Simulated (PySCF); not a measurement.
# CH9NSeSi2: the cost of one run

Programs: PySCF 2.14.0, with routines of our own; each step states its level. All values are computed. Atoms count from 0.

## 1. The starting structure

14 atoms, charge 0, multiplicity 1; geometry from: GFN2-xTB.

## 2. Optimising the geometry at PBE0-D3(BJ)/def2-SVP

Job settings and geometry (Å):

```
{"job": {"xc": "PBE0", "basis": "def2-SVP", "d3": "d3bj", "grid": 1, "maxiter": 30, "shake": 0.01, "kind": "geom"}, "charge": 0, "multiplicity": 1}
C     -1.577920    -1.135720     0.527810
Si    -1.011390     0.510920    -0.251580
N     -0.575240     1.560210     1.032200
Se     0.947550     0.241630    -1.516270
Si     2.424360    -0.422700     0.039810
H     -2.600650    -0.993020     0.929790
H     -1.622060    -1.903040    -0.218160
H     -0.925810    -1.423650     1.321590
H     -1.958240     1.025530    -1.226020
H     -1.225620     1.760190     1.777410
H     -0.025830     2.384440     0.834380
H      3.621240    -0.747520    -0.714560
H      1.873550    -1.564490     0.755840
H      2.648930     0.692150     0.980040
```

On the command line:

```bash
$ OMP_NUM_THREADS=1 python heavy_run.py task.json out
```

One launch serves the whole session: the jobs run in the order shown.

**Question.** How long does this first job take on 1 thread of Arm Neoverse V1, shared host, and how much memory does it need?

About 2.6 min, with a peak of 0.55 GiB.
